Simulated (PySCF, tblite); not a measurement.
**CH6FO3Si3 radical: geometry, infrared bands and EPR parameters**

What infrared bands and EPR parameters should CH6FO3Si3 radical (`C[Si@@]1(F)O[SiH]O[SiH2]O1`) show?

The runs use tblite 0.8.0 and PySCF 2.14.0, with density-fitted response routines of our own; the level of theory stands in each step. All values are computed, except where a source is named. Atoms are numbered from 0 throughout.

## Step 1: Starting geometry

14 atoms, charge 0, multiplicity 2; geometry from: force field or distance geometry start.

Bonds of the start (Å): C0–Si1 1.89, Si1–F2 1.68, Si1–O3 1.72, O3–Si4 1.73, Si4–O5 1.72, O5–Si6 1.73, Si6–O7 1.71, O7–Si1 1.72, C0–H8 1.12, C0–H9 1.09, C0–H10 1.12, Si4–H11 1.49, Si6–H12 1.45, Si6–H13 1.47.

## Step 2: Relaxing the molecule with GFN2-xTB

Job settings and geometry (Å):

```
{"job": {"kind": "relax", "xc": "GFN2-xTB", "basis": "xTB"}, "charge": 0, "multiplicity": 2}
C      2.496500     0.356200     0.050900
Si     0.701300    -0.080400    -0.356400
F      0.469000     0.097400    -2.010600
O      0.338800    -1.683300     0.157000
Si    -1.363300    -1.951200     0.038300
O     -2.074400    -0.903200     1.205500
Si    -1.888000     0.689700     0.561500
O     -0.232600     1.092900     0.485200
H      2.688000     0.115900     1.128700
H      3.202400    -0.152200    -0.602800
H      2.558600     1.468600    -0.015600
H     -1.856200    -1.471600    -1.279400
H     -2.440600     0.747400    -0.777300
H     -2.600000     1.673200     1.392700
```

Started as:

```bash
$ OMP_NUM_THREADS=1 python probes_run.py task.json out
```

This one command runs all jobs of the session in turn.

**Question.** This job is followed by: GFN2-xTB harmonic vibrations, gas phase; UKS B3LYP, pcH-1 on C F H O Si, non-relativistic, mean-field spin-orbit, GIAO. Predict these results of the whole session: strongest single infrared mode (GFN2-xTB); zero-point energy (GFN2-xTB); g(iso) (B3LYP); ⟨S²⟩; largest a(iso) (averaged by class); potential on the surface of density 0.002 e/bohr³, 1st and 99th percentile.

The runs gave:

```
                                                                  quantity                    value
                                 strongest single infrared mode (GFN2-xTB)    1038 cm⁻¹, 810 km/mol
                                              zero-point energy (GFN2-xTB)            49.8 kcal/mol
                                                            g(iso) (B3LYP)                  2.00176
                                                                      ⟨S²⟩       0.751 (exact 0.75)
                                        largest a(iso) (averaged by class)  29Si on Si4, -823.9 MHz
potential on the surface of density 0.002 e/bohr³, 1st and 99th percentile       -1.11 V and 1.69 V
```

In words: The optimisation took 69 steps and gained 1.694 eV; among the close pairs (by a distance rule), Si1–O3 changed most, from 1.722 to 1.617 Å. No mode is imaginary among the 36: a minimum at this level. The strongest single mode, at 1038 cm⁻¹, is carried by O3, O5, Si1. GFN2-xTB is a fitted tight-binding method: band positions and strengths are rough. Its intensities can rank the bands wrongly. Most of the unpaired spin sits on Si4 (0.80 e). The isotropic g lies 0.6 ppt below the free-electron value. These values are for one conformer; the search (at its own cheap level) found 1 more, at 0.30 kcal/mol, and measured spectra average over such forms.
